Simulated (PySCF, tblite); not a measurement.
# CHF3O3S: deprotonation, NMR shifts, part 1 of 2

Aim: compute the deprotonation, NMR shifts of CHF3O3S (`O=S(=O)(O)C(F)(F)F`).

Programs: tblite 0.8.0 and PySCF 2.14.0, with routines of our own; each step states its level. All values are computed. Atoms count from 0.

## 1. The starting structure

9 atoms, charge 0, multiplicity 1; geometry from: start built from the parent or by distance geometry.

## 2. Geometry optimisation with GFN2-xTB

Job settings and geometry (Å):

```
{"job": {"kind": "relax", "xc": "GFN2-xTB", "basis": "xTB"}, "charge": 0, "multiplicity": 1}
O     -1.015800     1.149700     1.297600
S     -0.618400     0.366000     0.107700
O     -1.001200     1.077900    -1.116000
O     -1.387300    -1.118900     0.266600
C      1.130700     0.056600     0.031000
F      1.754700     1.264900    -0.116100
F      1.610200    -0.655600     1.107800
F      1.348600    -0.776700    -1.050300
H     -1.794300    -1.351900    -0.578700
```

Started as:

```console
$ OMP_NUM_THREADS=1 python redox_run.py task.json out
```

The driver reads the jobs from task.json and runs them one after another.

Output:

```text
step      E/eV     max force
  0    -877.43826    6.395
  1    -878.01207    2.889
  2    -878.13415    1.356
  3    -878.19488    1.370
  4    -878.23531    0.662
  5    -878.24390    0.203
  6    -878.24684    0.172
  7    -878.25155    0.283
  8    -878.25502    0.271
  9    -878.25893    0.184
 10    -878.26201    0.157
 11    -878.26452    0.156
 12    -878.26627    0.145
 13    -878.26759    0.117
 14    -878.26880    0.109
 15    -878.27007    0.116
 16    -878.27120    0.114
 17    -878.27205    0.091
 18    -878.27266    0.077
 19    -878.27319    0.061
 20    -878.27371    0.067
 21    -878.27417    0.065
 22    -878.27454    0.064
 23    -878.27486    0.049
 24    -878.27516    0.050
 25    -878.27545    0.054
 26    -878.27568    0.038
 27    -878.27581    0.030
 28    -878.27588    0.030
 29    -878.27595    0.029
 30    -878.27605    0.034
 31    -878.27620    0.044
 32    -878.27641    0.056
 33    -878.27666    0.053
 34    -878.27694    0.046
 35    -878.27719    0.044
 36    -878.27736    0.031
 37    -878.27743    0.020
 38    -878.27746    0.016
 39    -878.27748    0.017
 40    -878.27751    0.022
 41    -878.27753    0.014
 42    -878.27754    0.007
```

Run time: 0.16 s. Hardware: 1 thread of Intel Xeon 6975P-C, shared host.

Along the way: (not every step is listed)

| step | energy from step 0 (eV) | largest force (eV/Å) |
| --- | --- | --- |
| 0 | 0.0000 | 6.3953 |
| 1 | -0.5738 | 2.8892 |
| 2 | -0.6959 | 1.3561 |
| 3 | -0.7566 | 1.3704 |
| 4 | -0.7971 | 0.6615 |
| 5 | -0.8056 | 0.2034 |
| 6 | -0.8086 | 0.1715 |
| 7 | -0.8133 | 0.2832 |
| 8 | -0.8168 | 0.2707 |
| 10 | -0.8238 | 0.1571 |
| 12 | -0.8280 | 0.1449 |
| 14 | -0.8305 | 0.1085 |
| 16 | -0.8329 | 0.1143 |
| 18 | -0.8344 | 0.0766 |
| 20 | -0.8355 | 0.0673 |
| 22 | -0.8363 | 0.0637 |
| 24 | -0.8369 | 0.0496 |
| 26 | -0.8374 | 0.0376 |
| 28 | -0.8376 | 0.0299 |
| 30 | -0.8378 | 0.0337 |
| 32 | -0.8382 | 0.0558 |
| 34 | -0.8387 | 0.0464 |
| 36 | -0.8391 | 0.0308 |
| 37 | -0.8392 | 0.0199 |
| 38 | -0.8392 | 0.0161 |
| 39 | -0.8392 | 0.0173 |
| 40 | -0.8392 | 0.0218 |
| 41 | -0.8393 | 0.0137 |
| 42 | -0.8393 | 0.0067 |

Close pairs (by a distance rule), those that changed most:

| bond | before (Å) | after (Å) | change (Å) |
| --- | --- | --- | --- |
| S1–O3 | 1.680 | 1.583 | -0.097 |
| S1–C4 | 1.778 | 1.868 | +0.090 |
| O0–S1 | 1.479 | 1.411 | -0.068 |
| C4–F6 | 1.377 | 1.322 | -0.055 |
| C4–F7 | 1.382 | 1.330 | -0.052 |
| S1–O2 | 1.467 | 1.419 | -0.047 |
| C4–F5 | 1.368 | 1.322 | -0.046 |
| O3–H8 | 0.967 | 0.961 | -0.006 |

The end geometry stands in the next job.

## 3. Harmonic vibrations with GFN2-xTB

Job settings and geometry (Å):

```
{"job": {"kind": "ir", "xc": "GFN2-xTB", "basis": "xTB"}, "charge": 0, "multiplicity": 1}
O     -0.950486     1.127648     1.348574
S     -0.722205     0.451247     0.131342
O     -1.110602     1.008982    -1.114807
O     -1.269251    -1.031138     0.227257
C      1.095928     0.038333     0.023495
F      1.827737     1.128275    -0.129732
F      1.486404    -0.605107     1.110215
F      1.269024    -0.753776    -1.030687
H     -1.599425    -1.352478    -0.616016
```

Output:

```text
mode    cm-1     km/mol
  1      41.4      1.83
  2     121.4      9.50
  3     122.5      7.45
  4     259.0     66.73
  5     272.9      2.43
  6     297.2      3.53
  7     312.7     37.86
  8     393.7     30.90
  9     441.0    100.67
 10     476.0      2.00
 11     478.2      5.52
 12     523.1    420.11
 13     677.8      8.88
 14     768.1    275.53
 15     871.9    212.00
 16    1077.8    260.64
 17    1126.8    197.07
 18    1147.3    209.67
 19    1185.3    282.45
 20    1348.6    569.15
 21    3557.8     88.12
ZPE 92.714  H(298)-E 117.444  G(298)-E 5.457 kJ/mol  S 375.61 J/(mol K)
```

Run time: 0.19 s. Hardware: 1 thread of Intel Xeon 6975P-C, shared host.

The strongest bands and the atoms that carry them (share of the mass-weighted mode):

| cm⁻¹ | km/mol | atoms |
| --- | --- | --- |
| 523 | 420.1 | S1 46 %, O2 15 %, O0 15 % |
| 768 | 275.5 | O3 53 %, S1 31 % |
| 872 | 212.0 | H8 76 %, O3 19 % |
| 1078 | 260.6 | C4 51 %, F7 14 % |
| 1127 | 197.1 | C4 67 %, F7 15 % |
| 1147 | 209.7 | C4 70 %, F6 18 % |
| 1185 | 282.4 | O2 31 %, O0 22 %, S1 20 %, C4 20 % |
| 1349 | 569.1 | S1 45 %, O0 32 %, O2 22 % |

## 4. Optimising the geometry at PBE0-D3(BJ)/ma-def2-SVP

Settings changed since step 3:

```diff
@@ -1,2 +1,2 @@
-{"job": {"kind": "ir", "xc": "GFN2-xTB", "basis": "xTB"}, "charge": 0, "multiplicity": 1}
+{"job": {"xc": "PBE0", "basis": "ma-def2-SVP", "d3": "d3bj", "grid": 1, "kind": "geom"}, "charge": 0, "multiplicity": 1}
 O     -0.950486     1.127648     1.348574
```

Output:

```text
step   0  E = -960.80524367  max force = 0.038331
step   1  E = -960.80641373  max force = 0.011628
step   2  E = -960.80831394  max force = 0.005446
step   3  E = -960.80871541  max force = 0.003953
step   4  E = -960.80876959  max force = 0.001794
step   5  E = -960.80878875  max force = 0.000552
step   6  E = -960.80881210  max force = 0.001692
step   7  E = -960.80883584  max force = 0.002520
step   8  E = -960.80886201  max force = 0.002194
step   9  E = -960.80888211  max force = 0.000699
step  10  E = -960.80889881  max force = 0.001975
step  11  E = -960.80892188  max force = 0.004166
step  12  E = -960.80895209  max force = 0.004067
step  13  E = -960.80896574  max force = 0.001649
step  14  E = -960.80896949  max force = 0.000418
optimisation converged
```

Wall time 83 s (1 thread of Intel Xeon 6975P-C, shared host); peak memory 0.58 GiB.

Step by step:

| step | energy from step 0 (eV) | largest force component (eV/Å) |
| --- | --- | --- |
| 0 | 0.0000 | 1.9711 |
| 1 | -0.0318 | 0.5979 |
| 2 | -0.0835 | 0.2800 |
| 3 | -0.0945 | 0.2033 |
| 4 | -0.0959 | 0.0923 |
| 5 | -0.0965 | 0.0284 |
| 6 | -0.0971 | 0.0870 |
| 7 | -0.0977 | 0.1296 |
| 8 | -0.0985 | 0.1128 |
| 9 | -0.0990 | 0.0359 |
| 10 | -0.0995 | 0.1016 |
| 11 | -0.1001 | 0.2142 |
| 12 | -0.1009 | 0.2091 |
| 13 | -0.1013 | 0.0848 |
| 14 | -0.1014 | 0.0215 |

Distances of close pairs at the start and the end, largest changes first:

| bond | before (Å) | after (Å) | change (Å) |
| --- | --- | --- | --- |
| S1–O3 | 1.583 | 1.611 | +0.028 |
| S1–O2 | 1.419 | 1.447 | +0.028 |
| O0–S1 | 1.411 | 1.438 | +0.027 |
| O3–H8 | 0.961 | 0.971 | +0.011 |
| C4–F7 | 1.330 | 1.324 | -0.006 |
| C4–F6 | 1.322 | 1.316 | -0.006 |
| C4–F5 | 1.322 | 1.316 | -0.006 |
| S1–C4 | 1.868 | 1.869 | +0.001 |

The final coordinates are the input of the step that follows.

| at the end point | value |
| --- | --- |
| point group (found at 0.08 Å tolerance) | C1 |
| rotational constants (GHz, main isotopes) | 2.622, 1.559, 1.548 |
| dipole moment (D) | 2.80 |

## 5. Harmonic vibrations (CHF3O3S): PBE0-D3(BJ)/ma-def2-SVP

Job settings and geometry (Å):

```
{"job": {"xc": "PBE0", "basis": "ma-def2-SVP", "d3": "d3bj", "grid": 2, "kind": "hessian"}, "charge": 0, "multiplicity": 1}
O     -0.959323     1.199001     1.290747
S     -0.728197     0.442016     0.090000
O     -1.129654     0.875950    -1.231039
O     -1.282905    -1.050139     0.340356
C      1.100246     0.062658     0.012590
F      1.747367     1.174868    -0.264243
F      1.507127    -0.418868     1.167272
F      1.312773    -0.828224    -0.942886
H     -1.540955    -1.440717    -0.510861
```

Output:

```text
coarse grid: 9848 points
cycle   1  E = -960.3014432622  dE =  2.222e+00  |g| = 1.424e+00  |ddm| = 3.845e+00
cycle   2  E = -959.1894703980  dE =  1.112e+00  |g| = 2.853e+00  |ddm| = 4.241e+00
cycle   3  E = -960.6734182147  dE = -1.484e+00  |g| = 2.526e-01  |ddm| = 3.044e+00
cycle   4  E = -960.6797273480  dE = -6.309e-03  |g| = 1.780e-01  |ddm| = 3.942e-01
cycle   5  E = -960.6854961646  dE = -5.769e-03  |g| = 2.328e-02  |ddm| = 1.638e-01
cycle   6  E = -960.6855902483  dE = -9.408e-05  |g| = 1.013e-02  |ddm| = 3.364e-02
cycle   7  E = -960.6856066424  dE = -1.639e-05  |g| = 3.570e-03  |ddm| = 1.120e-02
cycle   8  E = -960.6856089446  dE = -2.302e-06  |g| = 9.835e-04  |ddm| = 3.898e-03
final grid: 96768 points
cycle   9  E = -960.8088621816  dE = -2.680e-05  |g| = 8.351e-03  |ddm| = 4.026e-02
cycle  10  E = -960.8088456346  dE =  1.655e-05  |g| = 1.258e-02  |ddm| = 2.013e-02
cycle  11  E = -960.8088755005  dE = -2.987e-05  |g| = 1.694e-03  |ddm| = 1.270e-02
cycle  12  E = -960.8088760540  dE = -5.536e-07  |g| = 4.094e-04  |ddm| = 2.089e-03
cycle  13  E = -960.8088760811  dE = -2.704e-08  |g| = 1.610e-04  |ddm| = 5.070e-04
cycle  14  E = -960.8088760859  dE = -4.866e-09  |g| = 4.562e-05  |ddm| = 1.893e-04
cycle  15  E = -960.8088760863  dE = -3.290e-10  |g| = 1.973e-05  |ddm| = 5.536e-05
cycle  16  E = -960.8088760863  dE = -7.253e-11  |g| = 3.935e-06  |ddm| = 2.105e-05
converged SCF energy = -960.8088760863

mode    cm-1
  1      51.7
  2     177.0
  3     182.8
  4     292.1
  5     297.0
  6     329.3
  7     350.0
  8     442.3
  9     479.9
 10     567.6
 11     570.3
 12     601.2
 13     781.6
 14     845.5
 15    1102.0
 16    1150.2
 17    1241.7
 18    1267.9
 19    1284.8
 20    1435.4
 21    3798.1
ZPE 103.167  H(298)-E 125.903  G(298)-E 18.036 kJ/mol  S 361.79 J/(mol K)
```

Wall time 3.7 min (1 thread of Intel Xeon 6975P-C, shared host); peak memory 2.2 GiB.

Zero-point energy 103.17 kJ/mol (xTB gave 92.71).

## 6. Single point (CHF₃O₃S): wB97X-D3(BJ)/ma-def2-TZVP

Geometry: PBE0-D3(BJ)/ma-def2-SVP.

Settings changed since step 5:

```diff
@@ -1,2 +1,2 @@
-{"job": {"xc": "PBE0", "basis": "ma-def2-SVP", "d3": "d3bj", "grid": 2, "kind": "hessian"}, "charge": 0, "multiplicity": 1}
+{"job": {"kind": "sp", "xc": "wB97X", "basis": "ma-def2-TZVP", "d3": "d3bj", "grid": 2}, "charge": 0, "multiplicity": 1}
 O     -0.959323     1.199001     1.290747
```

Output:

```text
coarse grid: 9848 points
cycle   1  E = -961.9310105824  dE =  2.362e+00  |g| = 1.596e+00  |ddm| = 2.636e+00
cycle   2  E = -961.5981249743  dE =  3.329e-01  |g| = 2.248e+00  |ddm| = 2.317e+00
cycle   3  E = -962.3930904990  dE = -7.950e-01  |g| = 1.322e-01  |ddm| = 1.308e+00
cycle   4  E = -962.3948698228  dE = -1.779e-03  |g| = 8.908e-02  |ddm| = 1.406e-01
cycle   5  E = -962.3961641613  dE = -1.294e-03  |g| = 1.419e-02  |ddm| = 5.551e-02
cycle   6  E = -962.3962058283  dE = -4.167e-05  |g| = 3.274e-03  |ddm| = 1.556e-02
cycle   7  E = -962.3962083131  dE = -2.485e-06  |g| = 1.454e-03  |ddm| = 4.761e-03
final grid: 96768 points
cycle   8  E = -962.4147366975  dE = -7.382e-05  |g| = 9.879e-03  |ddm| = 3.684e-02
cycle   9  E = -962.4147369171  dE = -2.197e-07  |g| = 9.591e-03  |ddm| = 8.125e-03
cycle  10  E = -962.4147489056  dE = -1.199e-05  |g| = 6.515e-04  |ddm| = 4.157e-03
cycle  11  E = -962.4147489628  dE = -5.721e-08  |g| = 3.306e-04  |ddm| = 6.471e-04
cycle  12  E = -962.4147489807  dE = -1.789e-08  |g| = 1.029e-04  |ddm| = 2.582e-04
cycle  13  E = -962.4147489827  dE = -2.019e-09  |g| = 2.225e-05  |ddm| = 7.971e-05
converged SCF energy = -962.4147489827
```

Run time: 15 s. Hardware: 1 thread of Intel Xeon 6975P-C, shared host; peak memory 1.1 GiB.

## 7. Optimising the geometry with GFN2-xTB

This step treats CF₃O₃S−, `O=S(=O)([O-])C(F)(F)F`.

Job settings and geometry (Å):

```
{"job": {"kind": "relax", "xc": "GFN2-xTB", "basis": "xTB"}, "charge": -1, "multiplicity": 1}
O     -0.943100     1.192900     1.285500
S     -0.738900     0.450700     0.067000
O     -1.112200     0.868300    -1.227800
O     -1.285400    -1.035500     0.319800
C      1.097000     0.058800     0.023900
F      1.736400     1.173100    -0.273000
F      1.507500    -0.413000     1.156300
F      1.324200    -0.819200    -0.937900
```

Output:

```text
step      E/eV     max force
  0    -871.42510    8.280
  1    -872.09793    2.568
  2    -872.19809    0.729
  3    -872.22299    0.505
  4    -872.23645    0.375
  5    -872.24173    0.243
  6    -872.24251    0.092
  7    -872.24291    0.068
  8    -872.24369    0.061
  9    -872.24390    0.055
 10    -872.24428    0.045
 11    -872.24449    0.037
 12    -872.24464    0.033
 13    -872.24473    0.035
 14    -872.24489    0.038
 15    -872.24512    0.055
 16    -872.24540    0.061
 17    -872.24562    0.047
 18    -872.24575    0.032
 19    -872.24584    0.023
 20    -872.24588    0.011
 21    -872.24589    0.011
 22    -872.24590    0.010
```

Wall time 0.07 s (1 thread of Intel Xeon 6975P-C, shared host).

The steps of the relaxation:

| step | energy from step 0 (eV) | largest force (eV/Å) |
| --- | --- | --- |
| 0 | 0.0000 | 8.2804 |
| 1 | -0.6728 | 2.5682 |
| 2 | -0.7730 | 0.7287 |
| 3 | -0.7979 | 0.5048 |
| 4 | -0.8113 | 0.3753 |
| 5 | -0.8166 | 0.2430 |
| 6 | -0.8174 | 0.0921 |
| 7 | -0.8178 | 0.0676 |
| 8 | -0.8186 | 0.0605 |
| 9 | -0.8188 | 0.0545 |
| 10 | -0.8192 | 0.0450 |
| 11 | -0.8194 | 0.0373 |
| 12 | -0.8195 | 0.0334 |
| 13 | -0.8196 | 0.0352 |
| 14 | -0.8198 | 0.0381 |
| 15 | -0.8200 | 0.0549 |
| 16 | -0.8203 | 0.0610 |
| 17 | -0.8205 | 0.0471 |
| 18 | -0.8207 | 0.0315 |
| 19 | -0.8207 | 0.0233 |
| 20 | -0.8208 | 0.0114 |
| 21 | -0.8208 | 0.0112 |
| 22 | -0.8208 | 0.0099 |

Distances of close pairs at the start and the end, largest changes first:

| bond | before (Å) | after (Å) | change (Å) |
| --- | --- | --- | --- |
| S1–O3 | 1.604 | 1.446 | -0.157 |
| C4–F6 | 1.294 | 1.343 | +0.049 |
| S1–O2 | 1.411 | 1.446 | +0.035 |
| C4–F5 | 1.319 | 1.343 | +0.024 |
| C4–F7 | 1.322 | 1.343 | +0.021 |
| O0–S1 | 1.441 | 1.446 | +0.005 |
| S1–C4 | 1.878 | 1.879 | +0.001 |

The final coordinates are the input of the step that follows.

## 8. Harmonic vibrations with GFN2-xTB

Job settings and geometry (Å):

```
{"job": {"kind": "ir", "xc": "GFN2-xTB", "basis": "xTB"}, "charge": -1, "multiplicity": 1}
O     -0.918587     1.239781     1.224992
S     -0.804475     0.335789     0.102096
O     -1.092045     0.907408    -1.194718
O     -1.307475    -1.002078     0.321847
C      1.050765     0.054949     0.008703
F      1.721159     1.187585    -0.256766
F      1.550648    -0.425134     1.158775
F      1.385559    -0.822214    -0.951262
```

Output:

```text
mode    cm-1     km/mol
  1      44.1      0.00
  2     110.6      2.92
  3     110.8      2.91
  4     270.4      1.77
  5     302.0      1.20
  6     302.3      1.21
  7     462.6     34.42
  8     463.0     34.51
  9     497.4     45.59
 10     497.6     45.44
 11     539.7    434.62
 12     657.5     28.56
 13     993.9    186.85
 14    1070.7    176.30
 15    1070.8    176.19
 16    1150.7     13.11
 17    1214.1    666.12
 18    1214.3    666.45
ZPE 65.630  H(298)-E 88.675  G(298)-E -17.866 kJ/mol  S 357.34 J/(mol K)
```

Run time: 0.18 s. Hardware: 1 thread of Intel Xeon 6975P-C, shared host.

Which atoms move in the most intense modes:

| cm⁻¹ | km/mol | atoms |
| --- | --- | --- |
| 497 | 45.6 | O0 26 %, O2 22 %, S1 17 %, O3 10 % |
| 498 | 45.4 | O3 28 %, S1 16 %, O2 16 %, O0 13 % |
| 540 | 434.6 | S1 49 %, O3 12 %, O2 12 %, O0 12 % |
| 994 | 186.8 | O0 29 %, O2 29 %, O3 29 % |
| 1071 | 176.3 | C4 72 %, F6 13 %, F7 12 % |
| 1071 | 176.2 | C4 72 %, F5 17 % |
| 1214 | 666.1 | S1 43 %, O3 36 %, O2 14 % |
| 1214 | 666.5 | S1 43 %, O0 32 %, O2 22 % |

## 9. Geometry optimisation at PBE0-D3(BJ)/ma-def2-SVP

This step treats CF₃O₃S−, `O=S(=O)([O-])C(F)(F)F`.

Settings changed since step 8:

```diff
@@ -1,2 +1,2 @@
-{"job": {"kind": "ir", "xc": "GFN2-xTB", "basis": "xTB"}, "charge": -1, "multiplicity": 1}
+{"job": {"xc": "PBE0", "basis": "ma-def2-SVP", "d3": "d3bj", "grid": 1, "kind": "geom"}, "charge": -1, "multiplicity": 1}
 O     -0.918587     1.239781     1.224992
```

Output:

```text
step   0  E = -960.31898793  max force = 0.031791
step   1  E = -960.32162912  max force = 0.004572
step   2  E = -960.32145791  max force = 0.002590
step   3  E = -960.32172491  max force = 0.001566
step   4  E = -960.32173024  max force = 0.000629
step   5  E = -960.32174351  max force = 0.000585
step   6  E = -960.32173907  max force = 0.000974
step   7  E = -960.32176671  max force = 0.000524
step   8  E = -960.32180436  max force = 0.000536
step   9  E = -960.32183071  max force = 0.000409
step  10  E = -960.32183834  max force = 0.000381
optimisation converged
```

Wall time 55 s (1 thread of Intel Xeon 6975P-C, shared host); peak memory 0.61 GiB.

Along the way: (the energy doesn't fall at every step)

| step | energy from step 0 (eV) | largest force component (eV/Å) |
| --- | --- | --- |
| 0 | 0.0000 | 1.6348 |
| 1 | -0.0719 | 0.2351 |
| 2 | -0.0672 | 0.1332 |
| 3 | -0.0745 | 0.0805 |
| 4 | -0.0746 | 0.0323 |
| 5 | -0.0750 | 0.0301 |
| 6 | -0.0749 | 0.0501 |
| 7 | -0.0756 | 0.0269 |
| 8 | -0.0766 | 0.0276 |
| 9 | -0.0774 | 0.0210 |
| 10 | -0.0776 | 0.0196 |

Close pairs (by a distance rule), those that changed most:

| bond | before (Å) | after (Å) | change (Å) |
| --- | --- | --- | --- |
| O0–S1 | 1.446 | 1.474 | +0.028 |
| S1–O3 | 1.446 | 1.474 | +0.028 |
| S1–O2 | 1.446 | 1.474 | +0.028 |
| S1–C4 | 1.879 | 1.874 | -0.005 |
| C4–F5 | 1.343 | 1.338 | -0.005 |
| C4–F7 | 1.343 | 1.338 | -0.005 |
| C4–F6 | 1.343 | 1.338 | -0.005 |

The next job starts from the end point, and lists it.

| at the end point | value |
| --- | --- |
| point group (found at 0.08 Å tolerance) | C3v |
| rotational constants (GHz, main isotopes) | 2.694, 1.559, 1.558 |

## 10. Harmonic vibrations (CF3O3S−): PBE0-D3(BJ)/ma-def2-SVP

Job settings and geometry (Å):

```
{"job": {"xc": "PBE0", "basis": "ma-def2-SVP", "d3": "d3bj", "grid": 2, "kind": "hessian"}, "charge": -1, "multiplicity": 1}
O     -0.935930     1.437303     1.027445
S     -0.780057     0.397493    -0.005528
O     -0.916879     0.859385    -1.398521
O     -1.411078    -0.899365     0.298723
C      1.047238    -0.001877     0.102749
F      1.798983     1.079536    -0.131303
F      1.384608    -0.463589     1.312318
F      1.404184    -0.932605    -0.789538
```

Output:

```text
coarse grid: 9232 points
cycle   1  E = -959.7852971374  dE =  1.986e+00  |g| = 1.474e+00  |ddm| = 3.747e+00
cycle   2  E = -958.7026247434  dE =  1.083e+00  |g| = 2.833e+00  |ddm| = 4.142e+00
cycle   3  E = -960.1925276640  dE = -1.490e+00  |g| = 1.335e-01  |ddm| = 3.034e+00
cycle   4  E = -960.1951612484  dE = -2.634e-03  |g| = 7.846e-02  |ddm| = 2.595e-01
cycle   5  E = -960.1961409330  dE = -9.797e-04  |g| = 1.972e-02  |ddm| = 7.059e-02
cycle   6  E = -960.1962074770  dE = -6.654e-05  |g| = 4.019e-03  |ddm| = 2.126e-02
cycle   7  E = -960.1962103331  dE = -2.856e-06  |g| = 5.972e-04  |ddm| = 3.700e-03
final grid: 91392 points
cycle   8  E = -960.3218023066  dE = -2.361e-05  |g| = 9.378e-03  |ddm| = 3.776e-02
cycle   9  E = -960.3217824710  dE =  1.984e-05  |g| = 1.399e-02  |ddm| = 2.187e-02
cycle  10  E = -960.3218194503  dE = -3.698e-05  |g| = 1.534e-03  |ddm| = 1.349e-02
cycle  11  E = -960.3218199292  dE = -4.789e-07  |g| = 2.272e-04  |ddm| = 2.035e-03
cycle  12  E = -960.3218199357  dE = -6.401e-09  |g| = 1.404e-04  |ddm| = 3.394e-04
cycle  13  E = -960.3218199391  dE = -3.433e-09  |g| = 4.427e-05  |ddm| = 1.581e-04
cycle  14  E = -960.3218199394  dE = -3.606e-10  |g| = 1.138e-05  |ddm| = 5.101e-05
cycle  15  E = -960.3218199395  dE = -2.683e-11  |g| = 3.218e-06  |ddm| = 1.156e-05
converged SCF energy = -960.3218199395

mode    cm-1
  1      59.2
  2     191.4
  3     191.6
  4     294.6
  5     337.2
  6     337.3
  7     503.8
  8     504.0
  9     569.3
 10     569.4
 11     625.4
 12     762.7
 13    1019.5
 14    1181.4
 15    1181.9
 16    1227.0
 17    1265.7
 18    1266.0
ZPE 72.299  H(298)-E 93.471  G(298)-E -8.947 kJ/mol  S 343.51 J/(mol K)
```

It took 3.1 min on 1 thread of Intel Xeon 6975P-C, shared host; peak memory 2.1 GiB.

Zero-point energy 72.30 kJ/mol (xTB gave 65.63).

## 11. Single point (CF3O3S−): wB97X-D3(BJ)/ma-def2-TZVP

Geometry: PBE0-D3(BJ)/ma-def2-SVP.

Settings changed since step 10:

```diff
@@ -1,2 +1,2 @@
-{"job": {"xc": "PBE0", "basis": "ma-def2-SVP", "d3": "d3bj", "grid": 2, "kind": "hessian"}, "charge": -1, "multiplicity": 1}
+{"job": {"kind": "sp", "xc": "wB97X", "basis": "ma-def2-TZVP", "d3": "d3bj", "grid": 2}, "charge": -1, "multiplicity": 1}
 O     -0.935930     1.437303     1.027445
```

Output:

```text
coarse grid: 9232 points
cycle   1  E = -961.4149786726  dE =  2.080e+00  |g| = 1.650e+00  |ddm| = 2.579e+00
cycle   2  E = -961.0876489068  dE =  3.273e-01  |g| = 2.276e+00  |ddm| = 2.207e+00
cycle   3  E = -961.9029296864  dE = -8.153e-01  |g| = 8.151e-02  |ddm| = 1.300e+00
cycle   4  E = -961.9040496811  dE = -1.120e-03  |g| = 3.861e-02  |ddm| = 1.554e-01
cycle   5  E = -961.9043138323  dE = -2.642e-04  |g| = 1.312e-02  |ddm| = 4.269e-02
cycle   6  E = -961.9043425739  dE = -2.874e-05  |g| = 3.550e-03  |ddm| = 1.280e-02
cycle   7  E = -961.9043451666  dE = -2.593e-06  |g| = 8.540e-04  |ddm| = 4.613e-03
final grid: 91392 points
cycle   8  E = -961.9255999753  dE = -7.301e-05  |g| = 8.332e-03  |ddm| = 3.824e-02
cycle   9  E = -961.9256005577  dE = -5.825e-07  |g| = 7.874e-03  |ddm| = 7.179e-03
cycle  10  E = -961.9256088434  dE = -8.286e-06  |g| = 6.701e-04  |ddm| = 3.527e-03
cycle  11  E = -961.9256089056  dE = -6.223e-08  |g| = 2.796e-04  |ddm| = 6.860e-04
cycle  12  E = -961.9256089186  dE = -1.294e-08  |g| = 7.186e-05  |ddm| = 1.869e-04
cycle  13  E = -961.9256089195  dE = -9.386e-10  |g| = 2.236e-05  |ddm| = 7.103e-05
converged SCF energy = -961.9256089195
```

Run time: 15 s. Hardware: 1 thread of Intel Xeon 6975P-C, shared host; peak memory 1.1 GiB.

(Continued in part 2 of 2.)
